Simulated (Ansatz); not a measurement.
# Ge8MoW3: the cost of one run

Program: Ansatz 0.2.0. Level of theory: DFT PBE, scalar-relativistic, plane waves, PAW. These are calculated values, not measurements.

### Step 1. Starting point

The structure is tetragonal, space group P4/mmm (No. 123). Conventional cell: a = 4.726 Å, b = 4.726 Å, c = 8.286 Å, α = 90.00°, β = 90.00°, γ = 90.00°. Ge (site symmetry 4mm) is surrounded by 5 Ge at 2.70 to 2.77 Å and 4 W at 2.72 Å and 1 Mo at 2.79 Å. Ge (site symmetry 2mm) is surrounded by 5 Ge at 2.68 to 2.78 Å and 2 Mo at 2.72 Å and 3 W at 2.72 to 2.80 Å. Around Ge (site symmetry 4mm) lie 5 Ge at 2.69 to 2.78 Å and 5 W at 2.72 to 2.80 Å. Mo (site symmetry 4/mmm) has 10 Ge at 2.72 to 2.79 Å in its first shell of neighbours. Around W (site symmetry mmm) lie 10 Ge at 2.72 to 2.80 Å. W (site symmetry 4/mmm) is surrounded by 10 Ge at 2.72 to 2.80 Å.

As a file:

```cif
data_structure
_symmetry_space_group_name_H-M 'P4/mmm'
_symmetry_Int_Tables_number 123
_cell_length_a 4.7264
_cell_length_b 4.7264
_cell_length_c 8.2859
_cell_angle_alpha 90.000
_cell_angle_beta 90.000
_cell_angle_gamma 90.000
_cell_volume 185.10
loop_
_atom_site_label
_atom_site_type_symbol
_atom_site_symmetry_multiplicity
_atom_site_Wyckoff_symbol
_atom_site_fract_x
_atom_site_fract_y
_atom_site_fract_z
_atom_site_occupancy
Ge1 Ge 2 g 0.00000 0.00000 0.33717 1
Ge2 Ge 4 i 0.00000 0.50000 0.83809 1
Ge3 Ge 2 h 0.50000 0.50000 0.33761 1
Mo1 Mo 1 a 0.00000 0.00000 0.00000 1
W1 W 2 e 0.00000 0.50000 0.50000 1
W2 W 1 c 0.50000 0.50000 0.00000 1
```

The start is the relaxed end of an invented cell (made as: elements ordered on the sites of the Ge2W type, Mo/W on W (P4/mmm, No. 123)), taken up again for a closer look.

### Step 2. The guess as it stands, on a coarse mesh

File input.yaml:

```yaml
crystal:
  lattice:
    - [4.7264061, 0.0, 0.0]
    - [0.0, 4.7264061, 0.0]
    - [0.0, 0.0, 8.2858931]
  atoms:
    - { symbol: Ge, position: [0.0, 0.0, 0.337174] }
    - { symbol: Ge, position: [0.0, 0.5, 0.838087] }
    - { symbol: Ge, position: [0.5, 0.0, 0.838087] }
    - { symbol: Ge, position: [0.5, 0.5, 0.337613] }
    - { symbol: Ge, position: [0.0, 0.0, 0.662826] }
    - { symbol: Ge, position: [0.0, 0.5, 0.161913] }
    - { symbol: Ge, position: [0.5, 0.0, 0.161913] }
    - { symbol: Ge, position: [0.5, 0.5, 0.662387] }
    - { symbol: Mo, position: [0.0, 0.0, 0.0] }
    - { symbol: W, position: [0.0, 0.5, 0.5] }
    - { symbol: W, position: [0.5, 0.0, 0.5] }
    - { symbol: W, position: [0.5, 0.5, 0.0] }
basis:
  ecutwfc: 420
kpoints:
  mp_grid: { grid: [4, 4, 2] }
hamiltonian:
  xc: pbe
scf:
  occupations: { method: gaussian, width: 0.1 }
  lower_state_search: "off"
output:
  forces: true
  stress: true
  eigenvalues: true
```

Started as:

```sh
$ ansatz run input.yaml --threads 4 --pin off --max-ram 8192MiB --backend cpu --events-out ev --progress --plain --runs-dir out
```

What time and memory should one allow on 4 threads of Intel Xeon Platinum 8375C at 2.90GHz (Ice Lake), shared host?

About 2.7 s, with a peak of 0.82 GiB.
